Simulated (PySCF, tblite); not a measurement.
# C₃H₁₂B₂GeO₂: geometry, infrared bands and NMR shifts

Wanted: the infrared bands and NMR shifts of C₃H₁₂B₂GeO₂ (`BOB(C)[O][GeH]([CH3])[CH3]`), by calculation.

The runs use tblite 0.8.0 and PySCF 2.14.0, with density-fitted response routines of our own; the level of theory stands in each step. All values are computed, except where a source is named. Atoms count from 0, in the outputs and in this text.

## 1. Starting geometry

20 atoms, charge 0, multiplicity 1; geometry from: force field or distance geometry start.

Bonds of the start (Å): B0–O1 1.47, O1–B2 1.46, B2–C3 1.59, B2–O4 1.49, O4–Ge5 1.79, Ge5–C6 1.95, Ge5–C7 1.92, B0–H8 1.18, B0–H9 1.19, C3–H10 1.09, C3–H11 1.11, C3–H12 1.12, Ge5–H13 1.56, C6–H14 1.11, C6–H15 1.09, C6–H16 1.11, C7–H17 1.10, C7–H18 1.12, C7–H19 1.12.

## 2. Optimising the geometry with GFN2-xTB

What the job is given:

```
{"job": {"kind": "relax", "xc": "GFN2-xTB", "basis": "xTB"}, "charge": 0, "multiplicity": 1}
B      2.702100    -1.332700    -0.223000
O      1.490400    -0.551300     0.060300
B      1.242200     0.478100    -0.943400
C      1.927200     1.889700    -0.658500
O     -0.177800     0.560400    -1.374500
Ge    -1.136200     0.059500     0.046200
C     -1.378600    -1.866000    -0.183200
C     -2.897700     0.823600     0.095800
H      3.766000    -0.851600    -0.366900
H      2.680100    -2.438700     0.222200
H      2.801100     1.991000    -1.309600
H      1.210700     2.703600    -0.885100
H      2.159000     1.952100     0.437700
H     -0.329400     0.262100     1.365200
H     -1.833100    -2.201200     0.776400
H     -2.050900    -1.991000    -1.034700
H     -0.362400    -2.286500    -0.337100
H     -2.939500     1.869100    -0.234200
H     -3.620200     0.197600    -0.493200
H     -3.258000     0.742800     1.152500
```

Command:

```sh
$ OMP_NUM_THREADS=1 python probes_run.py task.json out
```

The driver reads the jobs from task.json and runs them one after another.

Output:

```text
step      E/eV     max force
  0    -683.94115    4.530
  1    -684.75654    2.818
  2    -685.16435    2.625
  3    -685.31948    0.838
  4    -685.40338    0.637
  5    -685.45958    0.763
  6    -685.51980    0.803
  7    -685.57888    0.638
  8    -685.63356    0.519
  9    -685.67494    0.484
 10    -685.70679    0.590
 11    -685.73298    0.446
 12    -685.75223    0.289
 13    -685.76935    0.289
 14    -685.78797    0.359
 15    -685.80578    0.340
 16    -685.82376    0.364
 17    -685.84486    0.371
 18    -685.86778    0.358
 19    -685.88839    0.350
 20    -685.90420    0.330
 21    -685.91647    0.308
 22    -685.92883    0.324
 23    -685.94173    0.281
 24    -685.95264    0.294
 25    -685.96221    0.283
 26    -685.97211    0.227
 27    -685.98270    0.260
 28    -685.99453    0.261
 29    -686.00726    0.263
 30    -686.01931    0.255
 31    -686.02866    0.246
 32    -686.03550    0.188
 33    -686.04172    0.210
 34    -686.04900    0.299
 35    -686.05810    0.343
 36    -686.06766    0.338
 37    -686.07673    0.241
 38    -686.08517    0.266
 39    -686.09234    0.245
 40    -686.09885    0.301
 41    -686.10338    0.204
 42    -686.10685    0.119
 43    -686.10923    0.130
 44    -686.11294    0.185
 45    -686.11679    0.191
 46    -686.12079    0.135
 47    -686.12402    0.142
 48    -686.12699    0.129
 49    -686.13004    0.160
 50    -686.13326    0.167
 51    -686.13623    0.132
 52    -686.13877    0.128
 53    -686.14085    0.124
 54    -686.14282    0.106
 55    -686.14488    0.111
 56    -686.14713    0.131
 57    -686.14945    0.125
 58    -686.15216    0.114
 59    -686.15472    0.123
 60    -686.15709    0.145
 61    -686.15919    0.132
 62    -686.16135    0.167
 63    -686.16344    0.105
 64    -686.16563    0.166
 65    -686.16751    0.083
 66    -686.16908    0.076
 67    -686.17061    0.083
 68    -686.17216    0.107
 69    -686.17352    0.109
 70    -686.17458    0.079
 71    -686.17537    0.114
 72    -686.17637    0.090
 73    -686.17776    0.101
 74    -686.18107    0.129
 75    -686.18394    0.132
 76    -686.18813    0.146
 77    -686.19277    0.191
 78    -686.18922    0.519
 79    -686.20166    0.221
 80    -686.20633    0.202
 81    -686.21759    0.367
 82    -686.22266    0.178
 83    -686.22857    0.174
 84    -686.24005    0.354
 85    -686.24947    0.161
 86    -686.25498    0.245
 87    -686.25907    0.159
 88    -686.26184    0.186
 89    -686.26404    0.108
 90    -686.26527    0.109
 91    -686.26671    0.118
 92    -686.26900    0.119
 93    -686.27151    0.142
 94    -686.27490    0.180
 95    -686.27830    0.194
 96    -686.28151    0.125
 97    -686.28312    0.162
 98    -686.28512    0.105
 99    -686.28606    0.100
100    -686.28763    0.090
101    -686.28883    0.103
102    -686.29065    0.100
103    -686.29195    0.084
104    -686.29286    0.059
105    -686.29351    0.063
106    -686.29410    0.060
107    -686.29455    0.047
108    -686.29488    0.043
109    -686.29524    0.042
110    -686.29575    0.069
111    -686.29647    0.090
112    -686.29721    0.074
113    -686.29769    0.035
114    -686.29792    0.031
115    -686.29808    0.030
116    -686.29828    0.037
117    -686.29855    0.032
118    -686.29882    0.028
119    -686.29907    0.033
120    -686.29934    0.049
121    -686.29965    0.048
122    -686.29999    0.041
123    -686.30023    0.039
124    -686.30037    0.030
125    -686.30045    0.022
126    -686.30054    0.020
127    -686.30063    0.026
128    -686.30072    0.025
129    -686.30081    0.020
130    -686.30092    0.024
131    -686.30107    0.029
132    -686.30124    0.027
133    -686.30141    0.024
134    -686.30156    0.025
135    -686.30170    0.025
136    -686.30188    0.036
137    -686.30211    0.043
138    -686.30238    0.036
139    -686.30261    0.032
140    -686.30279    0.024
141    -686.30290    0.023
142    -686.30298    0.016
143    -686.30304    0.013
144    -686.30308    0.013
145    -686.30312    0.010
146    -686.30314    0.009
```

It took 1.2 s on 1 thread of Arm Neoverse V1, shared host.

Relaxation path: (not every step is listed)

| step | energy from step 0 (eV) | largest force (eV/Å) |
| --- | --- | --- |
| 0 | 0.0000 | 4.5296 |
| 1 | -0.8154 | 2.8176 |
| 2 | -1.2232 | 2.6251 |
| 3 | -1.3783 | 0.8375 |
| 4 | -1.4622 | 0.6369 |
| 5 | -1.5184 | 0.7627 |
| 6 | -1.5787 | 0.8031 |
| 7 | -1.6377 | 0.6379 |
| 8 | -1.6924 | 0.5185 |
| 21 | -1.9753 | 0.3076 |
| 34 | -2.1078 | 0.2988 |
| 47 | -2.1829 | 0.1424 |
| 60 | -2.2159 | 0.1455 |
| 73 | -2.2366 | 0.1014 |
| 86 | -2.3138 | 0.2455 |
| 99 | -2.3449 | 0.0999 |
| 112 | -2.3561 | 0.0743 |
| 125 | -2.3593 | 0.0220 |
| 138 | -2.3612 | 0.0357 |
| 141 | -2.3618 | 0.0232 |
| 142 | -2.3618 | 0.0158 |
| 143 | -2.3619 | 0.0131 |
| 144 | -2.3619 | 0.0132 |
| 145 | -2.3620 | 0.0103 |
| 146 | -2.3620 | 0.0094 |

Distances of close pairs at the start and the end, largest changes first:

| bond | before (Å) | after (Å) | change (Å) |
| --- | --- | --- | --- |
| B0–O1 | 1.469 | 1.298 | -0.172 |
| B2–O4 | 1.486 | 1.350 | -0.136 |
| O1–B2 | 1.459 | 1.327 | -0.132 |
| Ge5–C7 | 1.921 | 1.976 | +0.055 |
| C7–H18 | 1.123 | 1.087 | -0.036 |
| C3–H12 | 1.122 | 1.088 | -0.034 |
| Ge5–H13 | 1.559 | 1.525 | -0.034 |
| C7–H19 | 1.119 | 1.086 | -0.033 |

The next job starts from the end point, and lists it.

## 3. Vibrational analysis with GFN2-xTB

What the job is given:

```
{"job": {"kind": "ir", "xc": "GFN2-xTB", "basis": "xTB"}, "charge": 0, "multiplicity": 1}
B      2.575256    -1.465778    -0.111304
O      1.962965    -0.330414    -0.254372
B      1.268818     0.792437    -0.387188
C      1.984585     2.115420    -0.942454
O     -0.039419     0.851487    -0.059573
Ge    -1.326514    -0.182120     0.559395
C     -1.227214    -1.979424    -0.274367
C     -2.941944     0.861073     0.104168
H      2.595657    -2.239369    -1.008045
H      3.111459    -1.722312     0.911700
H      2.689842     1.885507    -1.736672
H      1.259766     2.829709    -1.320466
H      2.541880     2.605088    -0.146889
H     -1.094087    -0.247153     2.065245
H     -2.058413    -2.603993     0.038078
H     -1.258994    -1.880593    -1.357263
H     -0.298360    -2.475277    -0.004786
H     -2.802337     1.903316     0.377601
H     -3.132736     0.812902    -0.965222
H     -3.815360     0.480172     0.625353
```

Output:

```text
mode    cm-1     km/mol
  1       7.1      0.05
  2      35.8      0.31
  3      61.2      1.08
  4      70.8      1.10
  5      75.8      0.21
  6      96.2      0.07
  7     102.0      0.36
  8     114.1      0.24
  9     149.3      0.59
 10     174.5      3.36
 11     187.8      9.14
 12     246.9     13.98
 13     309.2      0.06
 14     440.3     21.28
 15     450.2     32.58
 16     494.8     27.64
 17     544.7     21.43
 18     578.2     63.79
 19     588.1     57.36
 20     644.4    125.83
 21     734.4     16.96
 22     749.0     55.76
 23     793.0    197.00
 24     797.6     98.93
 25     800.2     99.34
 26     871.8     72.36
 27     879.6     15.18
 28     891.7    120.83
 29     957.5     54.43
 30    1089.5    160.11
 31    1204.6    560.60
 32    1260.1    190.70
 33    1312.1      9.72
 34    1315.6      8.67
 35    1374.4     21.30
 36    1448.3      0.58
 37    1450.1      0.36
 38    1453.4      1.50
 39    1455.6      2.02
 40    1490.9      1.14
 41    1493.8      6.43
 42    1550.7    563.48
 43    1822.6    478.49
 44    2495.2    211.48
 45    2508.7    205.73
 46    3006.1     10.53
 47    3011.3     24.37
 48    3018.7     15.38
 49    3022.5      8.74
 50    3026.5     30.10
 51    3027.6     20.22
 52    3032.9     29.11
 53    3040.2     30.40
 54    3057.6     25.68
```

Run time: 0.84 s. Hardware: 1 thread of Arm Neoverse V1, shared host.

Which atoms move in the most intense modes:

| cm⁻¹ | km/mol | atoms |
| --- | --- | --- |
| 793 | 197.0 | H14 24 %, H19 17 %, H15 11 % |
| 1090 | 160.1 | B2 54 %, H8 11 %, H9 11 % |
| 1205 | 560.6 | B2 46 %, O4 21 %, H8 13 %, H9 13 % |
| 1260 | 190.7 | B2 31 %, H8 22 %, H9 22 %, B0 14 % |
| 1551 | 563.5 | O1 56 %, B0 30 %, B2 12 % |
| 1823 | 478.5 | H13 98 % |
| 2495 | 211.5 | H8 90 % |
| 2509 | 205.7 | H9 91 % |

## 4. Nuclear shieldings: PBE0/pcSseg-1

Same as in step 3 but for these lines:

```diff
@@ -1,2 +1,2 @@
-{"job": {"kind": "ir", "xc": "GFN2-xTB", "basis": "xTB"}, "charge": 0, "multiplicity": 1}
+{"job": {"kind": "nmr", "xc": "PBE0", "basis": "pcSseg-1"}, "charge": 0, "multiplicity": 1}
 B      2.575256    -1.465778    -0.111304
```

Level: GIAO PBE0/pcSseg-1 NMR shielding, non-relativistic, gas phase.

Output:

```text
coarse grid: 73344 points
cycle   1  E = -2397.7341282176  dE =  6.105e-02  |g| = 1.305e+00  |ddm| = 3.876e+00
cycle   2  E = -2397.4468222986  dE =  2.873e-01  |g| = 1.782e+00  |ddm| = 1.890e+00
cycle   3  E = -2397.9496754453  dE = -5.029e-01  |g| = 2.588e-01  |ddm| = 1.357e+00
cycle   4  E = -2397.9614224218  dE = -1.175e-02  |g| = 8.182e-02  |ddm| = 2.125e-01
cycle   5  E = -2397.9624162221  dE = -9.938e-04  |g| = 2.335e-02  |ddm| = 6.101e-02
cycle   6  E = -2397.9625146981  dE = -9.848e-05  |g| = 5.995e-03  |ddm| = 1.618e-02
cycle   7  E = -2397.9625202221  dE = -5.524e-06  |g| = 1.778e-03  |ddm| = 4.652e-03
final grid: 155960 points
cycle   8  E = -2397.9625261510  dE =  1.090e-07  |g| = 2.134e-03  |ddm| = 3.302e-03
cycle   9  E = -2397.9625254718  dE =  6.792e-07  |g| = 2.982e-03  |ddm| = 3.058e-03
cycle  10  E = -2397.9625269853  dE = -1.513e-06  |g| = 3.937e-04  |ddm| = 1.763e-03
cycle  11  E = -2397.9625270159  dE = -3.060e-08  |g| = 4.558e-05  |ddm| = 2.517e-04
cycle  12  E = -2397.9625270162  dE = -3.265e-10  |g| = 7.986e-06  |ddm| = 3.126e-05
converged SCF energy = -2397.9625270162

GIAO shielding tensors (ppm)
atom      isotropic    diamagn.    paramagn.     s11        s22        s33       span
  0 B       59.996     196.973    -136.977     12.939     55.299    111.750     98.812
  1 O       50.251     393.464    -343.214    -60.230      8.975    202.007    262.237
  2 B       75.672     197.621    -121.949     50.352     84.709     91.954     41.601
  3 C      184.587     253.436     -68.848    173.668    183.056    197.038     23.369
  4 O      205.662     406.650    -200.988    133.603    186.949    296.434    162.832
  5 Ge    1299.155    2757.338   -1458.183   1179.250   1332.839   1385.377    206.127
  6 C      184.164     254.158     -69.994    173.712    185.943    192.837     19.126
  7 C      184.324     251.414     -67.090    171.314    186.458    195.200     23.886
  8 H       26.298      31.575      -5.277     25.409     25.714     27.772      2.363
  9 H       26.320      31.204      -4.884     25.495     25.754     27.711      2.217
 10 H       31.541      29.680       1.860     27.380     29.194     38.048     10.668
 11 H       31.371      31.980      -0.609     26.576     30.646     36.891     10.315
 12 H       31.187      29.691       1.496     27.672     28.417     37.470      9.798
 13 H       26.115      30.672      -4.557     19.756     21.452     37.137     17.381
 14 H       31.395      29.632       1.762     26.246     28.185     39.753     13.507
 15 H       31.134      32.540      -1.406     27.191     28.436     37.775     10.583
 16 H       30.954      33.386      -2.432     25.364     29.205     38.293     12.928
 17 H       30.861      30.498       0.363     25.779     28.450     38.355     12.576
 18 H       31.001      30.756       0.246     26.465     28.653     37.885     11.420
 19 H       31.511      28.340       3.171     26.537     28.002     39.993     13.457
```

Run time: 51 s. Hardware: 1 thread of Arm Neoverse V1, shared host; peak memory 1.1 GiB.

Shifts follow as δ = σ(reference) − σ, with reference shieldings (ppm) from runs at the same level and on the same kind of geometry: 1H TMS 31.72, 13C TMS 186.9, 17O H2O 336.1, 11B BF3·OEt2 100.1, 73Ge GeMe4 1331. The references are single molecules in the gas phase, so shifts against H2O, NH3, PH3, H3PO4 or CFCl3 are not on the usual liquid scales and can be off by tens of ppm. Atoms listed in one row are averaged.

| atoms | environment | σ (ppm) | δ (ppm) |
| --- | --- | --- | --- |
| C6, C7 | methyl carbon bonded to Ge | 184.2 | 2.7 |
| C3 | methyl carbon bonded to B | 184.6 | 2.3 |
| H13 | hydrogen on a germanium bonded to 2 C, O | 26.11 | 5.60 |
| H8, H9 | hydrogen on a boron bonded to O | 26.31 | 5.41 |
| H14, H15, H16, H17, H18, H19 | hydrogen on a methyl carbon bonded to Ge | 31.14 | 0.57 |
| H10, H11, H12 | hydrogen on a methyl carbon bonded to B | 31.37 | 0.35 |
| B0 | boron bonded to O, 2 H | 60.0 | 40.1 |
| B2 | boron bonded to C, 2 O | 75.7 | 24.4 |
| O1 | oxygen bonded to 2 B | 50.3 | 285.8 |
| O4 | oxygen bonded to B, Ge | 205.7 | 130.4 |
| Ge5 | germanium bonded to 2 C, O, H | 1299 | 32 |

Charges from the same density, by scheme (e):

| atoms | Mulliken | IAO | Hirshfeld | ESP fit |
| --- | --- | --- | --- | --- |
| B0 | 0.24 | 0.16 | 0.18 | 0.42 |
| O1 | -0.36 | -0.35 | -0.17 | -0.37 |
| B2 | 0.59 | 0.51 | 0.27 | 0.73 |
| C3 | -0.53 | -0.60 | -0.21 | -0.68 |
| O4 | -0.71 | -0.61 | -0.28 | -0.62 |
| Ge5 | 0.81 | 1.01 | 0.47 | 0.94 |
| C6, C7 | -0.56 | -0.69 | -0.20 | -0.74 |

Mayer bond orders: B0–O1 1.25, O1–B2 1.02, B2–C3 1.01, B2–O4 1.22, O4–Ge5 0.67, Ge5–C6 1.00, Ge5–C7 1.02.

## 5. What came out

```
                                                               quantity                       value
                              strongest single infrared mode (GFN2-xTB)       1551 cm⁻¹, 563 km/mol
                                           zero-point energy (GFN2-xTB)               92.7 kcal/mol
13C shifts against TMS (PBE0/pcSseg-1, means over atoms taken as alike)                2.7, 2.3 ppm
 1H shifts against TMS (PBE0/pcSseg-1, means over atoms taken as alike)  5.60, 5.41, 0.57, 0.35 ppm
                            11B shifts against BF3·OEt2 (PBE0/pcSseg-1)              40.1, 24.4 ppm
                                 17O shifts against H2O (PBE0/pcSseg-1)            285.8, 130.4 ppm
                              73Ge shifts against GeMe4 (PBE0/pcSseg-1)                      32 ppm
```

**Reading.** Over 146 steps the energy fell by 2.362 eV; of the close pairs, B0–O1 changed most, 1.469 to 1.298 Å. All 54 modes are real, so the xTB geometry is a minimum. The strongest single mode, at 1551 cm⁻¹, moves mainly O1 and B0. Unscaled tight-binding wavenumbers are off by several per cent, some by more. Its intensities can rank the bands wrongly. At PBE0/pcSseg-1: Shielding is most anisotropic at O1 (span 262 ppm, paramagnetic term -343 ppm). Spin-orbit coupling is left out, which matters for shieldings and couplings at and beside the heavy atoms.
